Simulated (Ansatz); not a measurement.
# In4TeS: the cost of one run

Method: DFT PBE, scalar-relativistic, plane waves, PAW, in Ansatz 0.2.0.

2 further runs of the same task are left out: 2 that didn't finish.

**1. The structure to begin with**

The structure is tetragonal, space group P4/mmm (No. 123). Conventional cell: a = 3.552 Å, b = 3.552 Å, c = 13.628 Å, α = 90.00°, β = 90.00°, γ = 90.00°. In (site symmetry 4mm) is surrounded by 8 In at 3.39 to 3.55 Å and 4 Te at 3.52 Å. In (site symmetry 4mm) is surrounded by 4 S at 3.26 Å and 8 In at 3.39 to 3.55 Å. Around Te (site symmetry 4/mmm) lie 8 In at 3.52 Å and 4 Te at 3.55 Å. S (site symmetry 4/mmm) is surrounded by 8 In at 3.26 Å.

Coordinates:

```xyz
6
Lattice="3.5524 0.0000 0.0000 0.0000 3.5524 0.0000 0.0000 0.0000 13.6276" Properties=species:S:1:pos:R:3 pbc="T T T"
In    1.7762    1.7762    2.4662
In    0.0000    0.0000    8.8914
In    0.0000    0.0000    4.7362
In    1.7762    1.7762   11.1614
Te    0.0000    0.0000    0.0000
S     1.7762    1.7762    6.8138
```

A structure generator made this guess: species swapped into a database cell of Ti4CuAg (P4/mmm, No. 123), with In on the Ti sites, S on the Cu sites and Te on the Ag sites. The dimensions are guesses.

**2. The guess as it stands, on a coarse mesh**

input.yaml

```yaml
crystal:
  lattice:
    - [3.55240757, 0.0, 0.0]
    - [0.0, 3.55240757, 0.0]
    - [0.0, 0.0, 13.62760855]
  atoms:
    - { symbol: In, position: [0.5, 0.5, 0.18097198] }
    - { symbol: In, position: [0.0, 0.0, 0.65245366] }
    - { symbol: In, position: [0.0, 0.0, 0.34754634] }
    - { symbol: In, position: [0.5, 0.5, 0.81902802] }
    - { symbol: Te, position: [0.0, 0.0, 0.0] }
    - { symbol: S, position: [0.5, 0.5, 0.5] }
basis:
  ecutwfc: 420
kpoints:
  mp_grid: { grid: [6, 6, 2] }
hamiltonian:
  xc: pbe
scf:
  occupations: { method: gaussian, width: 0.1 }
  lower_state_search: "off"
output:
  forces: true
  stress: true
  eigenvalues: true
```

The run is started by

```console
$ ansatz run input.yaml --threads 1 --pin off --max-ram 2560MiB --backend cpu --events-out ev --progress --plain --runs-dir out
```

**Question.** How long does this run take on 1 thread of Arm Neoverse V2, shared host, and how much memory does it need?

About 8.1 s, with a peak of 0.45 GiB.
